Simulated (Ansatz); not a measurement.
# C3H10AlB: basis-set convergence

Aim: see how fast density functionals converge with the basis set for C3H10AlB.

Method: one geometry, several basis sets; program: Ansatz 0.2.0, Gaussian basis.

Levels to be run: PBE0-D4/def2-SVP; ωB97M-V/def2-SVP; PBE0-D4/def2-QZVPP; ωB97M-V/def2-QZVPP; the functionals' def2-TZVPP values are taken from earlier runs.

### Step 1. The relaxed structure

An earlier PBE0-D4 in a triple-zeta def2 set relaxation fixed the geometry.

SMILES `CCC[BH][AlH2]`, 15 atoms, charge 0, spin multiplicity 1.

Atoms are counted from 1 here; the program's logs count them from 0.

Bond lengths: C1–C2 1.519 Å, C1–H6 1.096 Å, C1–H7 1.092 Å, C1–H8 1.094 Å, C2–C3 1.524 Å, C2–H9 1.098 Å, C2–H10 1.095 Å, C3–B4 1.557 Å, C3–H11 1.099 Å, C3–H12 1.108 Å, B4–Al5 2.131 Å, B4–H13 1.206 Å, Al5–H14 1.597 Å, Al5–H15 1.597 Å. Angles: C2–C1–H6 111.4°, C2–C1–H7 111.9°, C2–C1–H8 110.9°, H6–C1–H7 107.6°, H6–C1–H8 107.0°, H7–C1–H8 107.8°, C1–C2–C3 112.2°, C1–C2–H9 109.6°, C1–C2–H10 109.2°, C3–C2–H9 109.1°, C3–C2–H10 110.6°, H9–C2–H10 105.8°, C2–C3–B4 118.8°, C2–C3–H11 111.0°, C2–C3–H12 110.3°, B4–C3–H11 111.3°, B4–C3–H12 100.9°, H11–C3–H12 103.0° and more.

### Step 2. PBE0-D4 in def2-SVP

in.yaml

```yaml
crystal:
  periodic: [false, false, false]
  atoms:
    - {symbol: C, position_ang: [0.246280, -1.726151, -0.220633]}
    - {symbol: C, position_ang: [1.141647, -0.498692, -0.218091]}
    - {symbol: C, position_ang: [0.517397, 0.671717, -0.967807]}
    - {symbol: B, position_ang: [-0.734371, 1.370196, -0.359889]}
    - {symbol: Al, position_ang: [-1.459375, 1.101903, 1.625435]}
    - {symbol: H, position_ang: [-0.731678, -1.507926, 0.223561]}
    - {symbol: H, position_ang: [0.687085, -2.553199, 0.340059]}
    - {symbol: H, position_ang: [0.062991, -2.073593, -1.241391]}
    - {symbol: H, position_ang: [1.348180, -0.194698, 0.816261]}
    - {symbol: H, position_ang: [2.112775, -0.759375, -0.652247]}
    - {symbol: H, position_ang: [0.359551, 0.421396, -2.026081]}
    - {symbol: H, position_ang: [1.228013, 1.520732, -1.015576]}
    - {symbol: H, position_ang: [-1.281809, 2.169048, -1.079278]}
    - {symbol: H, position_ang: [-0.856776, 1.908524, 2.864908]}
    - {symbol: H, position_ang: [-2.661806, 0.099518, 1.940171]}
basis:
  gaussian: {orbitals: def2-SVP}
hamiltonian: {xc: pbe0, dispersion: d4}
output: {orbitals: {seedname: orbitals}}
```

Further steps of the session: ωB97M-V in def2-SVP; PBE0-D4 in def2-QZVPP; ωB97M-V in def2-QZVPP.

**Question.** What will the summary of the whole plan be? Wanted: PBE0-D4: double and triple zeta above quadruple; ωB97M-V: double and triple zeta above quadruple.

The runs gave:

| quantity | value |
| --- | --- |
| PBE0-D4: double and triple zeta above quadruple | 6.93, 0.43 eV |
| ωB97M-V: double and triple zeta above quadruple | 7.23, 0.43 eV |

What this shows: PBE0-D4 gains 6.49 eV from double to triple zeta, then 0.43 eV more. Total energies overstate the basis error of differences, where much of it tends to cancel.
